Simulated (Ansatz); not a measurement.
# BH7O3Si2: a ladder of functionals and wavefunction methods

How much do the methods differ for BH7O3Si2? The plan is to run it at one geometry with functionals of several rungs and with coupled cluster, and see how far each lands from CCSD(T) at the basis-set limit for the atomisation energy.

Method: functionals in def2-TZVPP, the program's frozen cores in correlated methods; program: Ansatz 0.2.0, Gaussian basis.

Plan: LDA (SPW92), PBE-D4, revPBE-D4, BLYP-D4, r2SCAN-D4, B97M-V, PBE0-D4, B3LYP-D4, r2SCANh-D4, r2SCAN0-D4, HSE06-D4, BHLYP-D4, CAM-B3LYP-D4, LC-ωPBE, ωB97X-V, ωB97M-V, B2PLYP, PBE-QIDH; CCSD(T)/def2-SVP; CCSD(T)/def2-TZVPP; MP2/def2-QZVPP; extrapolation to the limit; RPA on PBE.

### 1 Structure used throughout

The geometry comes from an earlier relaxation with PBE0-D4 in a triple-zeta def2 set; it is a stationary point, not always the lowest conformer.

SMILES `OB(O[SiH3])O[SiH3]`, 13 atoms, charge 0, spin multiplicity 1.

Atoms are counted from 1 here; the program's logs count them from 0.

Bond lengths: O1–B2 1.364 Å, O1–H7 0.960 Å, B2–O3 1.365 Å, B2–O5 1.364 Å, O3–Si4 1.655 Å, Si4–H8 1.484 Å, Si4–H9 1.482 Å, Si4–H10 1.484 Å, O5–Si6 1.653 Å, Si6–H11 1.482 Å, Si6–H12 1.484 Å, Si6–H13 1.484 Å. Angles: B2–O1–H7 112.5°, O1–B2–O3 120.7°, O1–B2–O5 119.2°, O3–B2–O5 120.1°, B2–O3–Si4 128.5°, O3–Si4–H8 110.6°, O3–Si4–H9 106.3°, O3–Si4–H10 110.6°, H8–Si4–H9 109.8°, H8–Si4–H10 109.8°, H9–Si4–H10 109.8°, B2–O5–Si6 130.8°, O5–Si6–H11 106.3°, O5–Si6–H12 110.5°, O5–Si6–H13 110.5°, H11–Si6–H12 109.8°, H11–Si6–H13 109.8°, H12–Si6–H13 109.8°.

### 2 LDA

This LDA is Slater exchange with PW92 correlation.

in.yaml reads:

```yaml
crystal:
  periodic: [false, false, false]
  atoms:
    - {symbol: O, position_ang: [-0.587332, 1.620453, 1.201200]}
    - {symbol: B, position_ang: [-0.449763, 0.615884, 0.288774]}
    - {symbol: O, position_ang: [-1.411002, 0.394746, -0.654850]}
    - {symbol: Si, position_ang: [-1.443072, -0.757246, -1.842024]}
    - {symbol: O, position_ang: [0.663642, -0.170336, 0.328259]}
    - {symbol: Si, position_ang: [1.973151, -0.139980, 1.337148]}
    - {symbol: H, position_ang: [-1.403866, 2.111168, 1.085888]}
    - {symbol: H, position_ang: [-0.288419, -0.593070, -2.759864]}
    - {symbol: H, position_ang: [-2.708352, -0.552274, -2.585690]}
    - {symbol: H, position_ang: [-1.423195, -2.117751, -1.249369]}
    - {symbol: H, position_ang: [2.869404, -1.231634, 0.889026]}
    - {symbol: H, position_ang: [1.552736, -0.377622, 2.740349]}
    - {symbol: H, position_ang: [2.676567, 1.162764, 1.236153]}
basis:
  gaussian: {orbitals: def2-TZVPP}
hamiltonian: {xc: lda}
output: {orbitals: {seedname: orbitals}}
```

Run with:

```
> ansatz run in.yaml --threads 4 --pin off --events-out ev --progress --plain --max-ram 11315MiB
```

The runs that follow: PBE-D4 (GGA); revPBE-D4 (GGA); BLYP-D4 (GGA); r2SCAN-D4 (meta-GGA); B97M-V (meta-GGA); PBE0-D4 (hybrid); B3LYP-D4 (hybrid); r2SCANh-D4 (hybrid); r2SCAN0-D4 (hybrid); HSE06-D4 (hybrid); BHLYP-D4 (hybrid); CAM-B3LYP-D4 (range-separated); LC-ωPBE (range-separated); ωB97X-V (range-separated); ωB97M-V (range-separated); B2PLYP (double hybrid); PBE-QIDH (double hybrid); CCSD(T) in def2-SVP; CCSD(T) in def2-TZVPP; MP2 in def2-QZVPP; RPA on PBE orbitals.

**Question.** What will the summary of the whole plan be? Wanted: atomisation energy, CCSD(T)/CBS; farthest beyond LDA; mean size of error, GGA; mean size of error, meta-GGA; mean size of error, hybrid; mean size of error, range-separated; mean size of error, double hybrid; gap, smallest and largest; T1 diagnostic.

As calculated:

| quantity | value |
| --- | --- |
| atomisation energy, CCSD(T)/CBS | 1198.9 kcal/mol |
| functionals within 6.0 kcal/mol (0.5 %) | PBE-D4, r2SCAN-D4, B97M-V, B3LYP-D4, CAM-B3LYP-D4, ωB97X-V, ωB97M-V |
| farthest beyond LDA | BHLYP-D4 (-33.3 kcal/mol) |
| mean size of error, GGA | 13.8 kcal/mol |
| mean size of error, meta-GGA | 0.7 kcal/mol |
| mean size of error, hybrid | 17.3 kcal/mol |
| mean size of error, range-separated | 5.2 kcal/mol |
| mean size of error, double hybrid | 16.4 kcal/mol |
| gap, smallest and largest | 6.42 eV (LDA (SPW92)), 13.80 eV (LC-ωPBE) |
| T1 diagnostic | 0.0121 |
| triples share of the correlation energy | 3.3 % |

In words: The LDA atomisation energy is off by 150.0 kcal/mol (13 %): it overbinds. PBE-D4 misses by -1.5 kcal/mol. Double hybrids carry the basis error of their MP2 part in triple zeta, and no dispersion term here, so their miss is partly the set-up's. The rungs meta-GGA, range-separated miss on average by less than the doubt on the reference (6.0 kcal/mol), so they tie. Misses under about 6.0 kcal/mol are within the doubt on the reference itself, which lacks core-valence correlation, relativity and higher excitations. Hartree-Fock recovers 75 % of the binding; the rest is correlation. CCSD(T) in def2-SVP is off by -75.1 kcal/mol, which most functionals beat. Orbital gaps span 6.4 to 13.8 eV; exact exchange widens them.
